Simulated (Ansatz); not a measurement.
# CsSmTe2: the cost of one run

Program: Ansatz 0.2.0. Level of theory: DFT PBE, scalar-relativistic, plane waves, PAW; 4f electrons in the core of a trivalent norm-conserving potential. These are calculated values, not measurements.

### 1 Starting point

It takes space group P6mm (No. 183, hexagonal). Conventional cell: a = 5.074 Å, b = 5.074 Å, c = 6.796 Å, α = 90.00°, β = 90.00°, γ = 120.00°. Cs (site symmetry 6mm) is surrounded by 6 Te at 3.31 Å and 2 Sm at 3.32 to 3.48 Å. Sm (site symmetry 6mm) has 2 Cs at 3.32 to 3.48 Å and 6 Te at 3.43 Å as nearest neighbours. Te (site symmetry 3m) has 3 Te at 2.93 Å and 3 Cs at 3.31 Å and 3 Sm at 3.43 Å as nearest neighbours.

As a file:

```cif
data_structure
_symmetry_space_group_name_H-M 'P 1'
_symmetry_Int_Tables_number 1
_cell_length_a 5.0745
_cell_length_b 5.0745
_cell_length_c 6.7964
_cell_angle_alpha 90.000
_cell_angle_beta 90.000
_cell_angle_gamma 120.000
_cell_volume 151.56
loop_
_atom_site_label
_atom_site_type_symbol
_atom_site_fract_x
_atom_site_fract_y
_atom_site_fract_z
_atom_site_occupancy
Cs1 Cs 0.00000 0.00000 0.81254 1
Sm1 Sm 0.00000 0.00000 0.30067 1
Te1 Te 0.33333 0.66667 0.03902 1
Te2 Te 0.66667 0.33333 0.03902 1
```

The cell is invented: random cell by space group and Wyckoff sites (P6mm, No. 183). Lengths come from tabulated atomic sizes and are only a guess.

### 2 The guess as it stands, on a coarse mesh

Contents of input.yaml:

```yaml
crystal:
  lattice:
    - [5.07449695, 0.0, 0.0]
    - [-2.53724848, 4.39464327, 0.0]
    - [0.0, 0.0, 6.79635664]
  atoms:
    - { symbol: Cs, position: [0.0, 0.0, 0.81254219] }
    - { symbol: Sm, position: [0.0, 0.0, 0.30067435] }
    - { symbol: Te, position: [0.33333333, 0.66666667, 0.0390198] }
    - { symbol: Te, position: [0.66666667, 0.33333333, 0.0390198] }
basis:
  ecutwfc: 690
kpoints:
  mp_grid: { grid: [6, 6, 4] }
hamiltonian:
  xc: pbe
  pseudopotentials:
    kind: paw
    azcp: { Sm: "pseudopotentials/pbe/nc/lanthanide_3plus/Sm.nc.azcp" }
scf:
  occupations: { method: gaussian, width: 0.1 }
  lower_state_search: "off"
output:
  forces: true
  stress: true
  eigenvalues: true
```

Run with:

```console
$ ansatz run input.yaml --threads 1 --pin off --max-ram 2560MiB --backend cpu --events-out ev --progress --plain --runs-dir out
```

Q: Estimate wall time and peak memory on 1 thread of Intel Xeon 6975P-C (Granite Rapids), shared host.

About 11 s, with a peak of 0.57 GiB.
